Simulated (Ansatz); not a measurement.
# CH3B (SMILES B[CH]) at FCI/STO-3G

Aim: the electronic atomisation energy of CH3B at FCI/STO-3G, from 4 runs. 

The calculation is run with Ansatz 0.2.0.

49 further runs of the same task are left out: 3 that didn't finish, 46 set aside as unsound or not needed.

## Step 1: Starting point

CH3B has 5 atoms, charge 0, and is taken as a triplet. As SMILES, `B[CH]`. The coordinates come from a GFN2-xTB relaxation.

Bond lengths: B1–C2 1.463 Å, B1–H3 1.182 Å, B1–H4 1.174 Å, C2–H5 1.068 Å. Angles: B1–C2–H5 150.8°, C2–B1–H3 120.4°, C2–B1–H4 121.9°, H3–B1–H4 117.7°.

## Step 2: A single-point energy at FCI/STO-3G

Input file molecule.yaml:

```yaml
crystal:
  periodic: [false, false, false]
  atoms:
    - {symbol: B, position_ang: [-0.352450, -0.401400, -0.071360]}
    - {symbol: C, position_ang: [0.507540, 0.779550, -0.141970]}
    - {symbol: H, position_ang: [-0.308550, -1.118250, 0.866820]}
    - {symbol: H, position_ang: [-1.104620, -0.672740, -0.931370]}
    - {symbol: H, position_ang: [1.258080, 1.412850, 0.277880]}
basis:
  gaussian: {orbitals: STO-3G}
magnetization: {spin_polarized: true, initial_magnetization: 2}
correlation: {method: fci, frozen_orbitals: {B: 1, C: 1, H: 0}}
accuracy: high
```

Command:

```bash
ansatz run molecule.yaml --threads 1 --pin off --max-ram 2610MiB --events-out events.jsonl --progress --plain --runs-dir runs
```

What it wrote:

```text
Warning: RAYON_NUM_THREADS=1 ignored (pool sized by the plan → 1); use --threads N
Functional definition: HF
  name "HF"
  exchange = exact_x
  correlation = 0
209 factors; integrals over basis functions are off by at most 6.1e-9 eV
mean field evaluation 1: about -1723.9393 eV, gradient 9.5e0 eV
mean field evaluation 2: about -1723.9601 eV, gradient 9.5e0 eV
mean field evaluation 4: about -1725.0697 eV, gradient 1.2e0 eV
mean field evaluation 8: about -1725.1061 eV, gradient 1.3e-2 eV
mean field -1725.10611933 eV, -63.3964805665 hartree, gradient 1.9e-8 eV, S^2 2.019004; 0 other end points of the search recorded, 0 dependent functions left out
mean field evaluation 16: about -1724.9238 eV, gradient 7.2e-1 eV
2 core orbitals not correlated: weight in the atoms' cores, before any rotation towards them, 1.000 or more for the frozen orbitals, at most 0.000 for the correlated occupied ones
reference -1724.92382726 eV, -63.3897814565 hartree; 6, 4 occupied and 5, 7 virtual orbitals, 209 factors
state -1727.33019554 eV, -63.4782138596 hartree
Total energy: -1727.33019554 eV, -63.4782138596 hartree
```

Run time: 0.95 s. Hardware: 1 thread of Arm Neoverse V1, shared host.

## Step 3: The B atom

Input file in.yaml:

```yaml
crystal:
  periodic: [false, false, false]
  atoms:
    - {symbol: B, position_ang: [0.000000, 0.000000, 0.000000]}
basis:
  gaussian:
    orbitals: STO-3G
magnetization:
  spin_polarized: true
  initial_magnetization: 1
correlation:
  method: fci
  frozen_orbitals: {B: 1}
accuracy: high
```

Run the same way, it converges to -24.18898 Eh (log not shown).

## Step 4: The C atom at the same level

Input file in.yaml:

```yaml
basis:
  gaussian: {orbitals: STO-3G}
crystal:
  periodic: [false, false, false]
  atoms:
    - {symbol: C, position_ang: [0.000000, 0.000000, 0.000000]}
magnetization: {spin_polarized: true, initial_magnetization: 2}
correlation: {method: fci, frozen_orbitals: {C: 1}}
accuracy: high
```

Command:

```bash
ansatz run in.yaml --threads 1 --pin off --max-ram 2610MiB --events-out events.jsonl --progress --plain --runs-dir runs
```

What it wrote:

```text
Warning: RAYON_NUM_THREADS=1 ignored (pool sized by the plan → 1); use --threads N
[... 4 set-up lines as earlier in the session ...]
15 factors; integrals over basis functions are off by at most 9.8e-10 eV
mean field evaluation 1: about -1012.2198 eV, gradient 0.0e0 eV
mean field evaluation 2: about -1012.2198 eV, gradient 0.0e0 eV
mean field -1012.21982732 eV, -37.1983925466 hartree, gradient 0.0e0 eV, S^2 2.000000; 2 other end points of the search recorded, 0 dependent functions left out
mean field evaluation 4: about -1012.2198 eV, gradient 0.0e0 eV
1 core orbitals not correlated: weight in the atoms' cores, before any rotation towards them, 1.000 or more for the frozen orbitals, at most 0.000 for the correlated occupied ones
reference -1012.21982732 eV, -37.1983925466 hartree; 3, 1 occupied and 1, 3 virtual orbitals, 15 factors
state -1012.77017914 eV, -37.2186176033 hartree
Total energy: -1012.77017914 eV, -37.2186176033 hartree
```

It took 0.04 s on 1 thread of Arm Neoverse V1, shared host.

## Step 5: The H atom: a single-point energy at UHF/STO-3G

Input file job.yaml:

```yaml
basis:
  gaussian:
    orbitals: STO-3G
crystal:
  periodic: [false, false, false]
  atoms:
    - {symbol: H, position_ang: [0.000000, 0.000000, 0.000000]}
magnetization:
  spin_polarized: true
  initial_magnetization: 1
hamiltonian:
  xc: hf
accuracy: high
```

Run the same way, it converges to -0.46658 Eh (log not shown).

## Step 6: What came out

Level: FCI/STO-3G, 2 core orbitals frozen.

| quantity | value |
| --- | --- |
| molecule: total energy | -63.47821 Eh |
| molecule: correlation energy (2 core orbitals frozen) | -88.4 mEh |
| B atom: total energy | -24.18898 Eh |
| B atom: correlation energy (1 core orbital frozen) | -40.0 mEh |
| C atom: total energy | -37.21862 Eh |
| C atom: correlation energy (1 core orbital frozen) | -20.2 mEh |
| H atom: total energy | -0.46658 Eh |
| H atom: ⟨S²⟩ | 0.750 |
| electronic atomisation energy | 18.255 eV |

Taking the molecule apart into free atoms costs 18.26 eV (1761 kJ/mol), before zero-point energy and without spin-orbit coupling. In a minimal basis such a difference can be off by several eV, whatever the method.
